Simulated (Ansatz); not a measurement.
# Ge₂H₂ (singlet): wave-function methods side by side, cc-pVDZ

Aim: climb from Hartree-Fock through coupled cluster and multireference methods for Ge₂H₂ (singlet) at one geometry and basis, and see what each rung misses.

The runs use Ansatz 0.2.0, Gaussian basis; cc-pVDZ, core rule «outside noble gas», up to 28 orbitals frozen.

Plan: UHF; CCSD(T) on RHF; CCSD(T) on UHF; BCCD(T) on RHF; CISD; CCSDT(Q) on RHF; CCSDT(Q) on UHF; CCSDTQ on RHF; CASSCF and MRCISD+Q, 10 electrons in 10 orbitals; CASSCF and NEVPT2, 10 electrons in 10 orbitals.

6 further runs of the same task are left out: 6 set aside as unsound or not needed.

### 1 The system

The geometry is a PBE0/def2-TZVP stationary point (not a proven minimum) of the parent state, kept for this charge and spin. No spin-orbit coupling is included. The filled d shell of Ge may be among the frozen orbitals whatever the setting's name suggests; the logs give the count.

4 atoms, charge 0, spin multiplicity 1.

Atoms are counted from 1 here; the program's logs count them from 0.

Bond lengths: Ge1–Ge2 2.407 Å, Ge1–H3 1.581 Å, Ge2–H4 1.581 Å. Angles: Ge2–Ge1–H3 103.7°, Ge1–Ge2–H4 103.7°.

Geometry (Å):

```xyz
4

Ge    0.0000   -0.0625    1.2017
Ge    0.0000    0.0625   -1.2017
H     0.0000    1.4524    1.6545
H     0.0000   -1.4524   -1.6545
```

### 2 UHF

File in.yaml:

```yaml
crystal:
  periodic: [false, false, false]
  atoms:
    - {symbol: Ge, position_ang: [0.000000, -0.062489, 1.201709]}
    - {symbol: Ge, position_ang: [0.000000, 0.062489, -1.201709]}
    - {symbol: H, position_ang: [0.000000, 1.452439, 1.654456]}
    - {symbol: H, position_ang: [0.000000, -1.452439, -1.654456]}
basis:
  gaussian: {orbitals: cc-pVDZ}
magnetization: {spin_polarized: true, initial_magnetization: 0}
hamiltonian: {xc: hf}
output: {orbitals: {seedname: orbitals}}
```

Command:

```sh
$ ansatz run in.yaml --threads 1 --pin off --events-out ev --progress --plain --max-ram 4096MiB --backend cpu
```

The runs that follow: CCSD(T) on RHF; CCSD(T) on UHF; BCCD(T) on RHF; CISD; CCSDT(Q) on RHF; CCSDT(Q) on UHF; CCSDTQ on RHF; CASSCF and MRCISD+Q, 10 electrons in 10 orbitals; CASSCF and NEVPT2, 10 electrons in 10 orbitals.

Q: Predict the results of all the runs planned. Wanted: RCCSDTQ below the RHF energy; RMP2 from RCCSDTQ; RCCSD from RCCSDTQ; RCCSD(T) from RCCSDTQ; RCCSDT(Q) from RCCSDTQ; NEVPT2 valence from RCCSDTQ; MRCISD+Q valence from RCCSDTQ; T1 diagnostic; effectively unpaired electrons.

As calculated:

| quantity | value |
| --- | --- |
| RCCSDTQ below the RHF energy | -6.0531 eV |
| RMP2 from RCCSDTQ | +135.0 kJ/mol |
| RCCSD from RCCSDTQ | +42.3 kJ/mol |
| RCCSD(T) from RCCSDTQ | +8.0 kJ/mol |
| RCCSDT(Q) from RCCSDTQ | -0.2 kJ/mol |
| NEVPT2 valence from RCCSDTQ | +76.9 kJ/mol |
| MRCISD+Q valence from RCCSDTQ | +1.7 kJ/mol |
| levels within 1 kcal/mol (43 meV) | RCCSDT(Q), MRCISD+Q valence |
| T1 diagnostic | 0.036 |
| effectively unpaired electrons | 0.45 |

In words: RCCSD(T) lands +8.0 kJ/mol from the yardstick (1.4 % of the correlation energy). The occupations show some static correlation. Of the multireference levels listed MRCISD+Q valence comes nearest in total energy (+1.7 kJ/mol), which doesn't show that its space is the better one. Coupled cluster took another determinant than the lowest Hartree-Fock one. These misses are within one basis, not against nature.
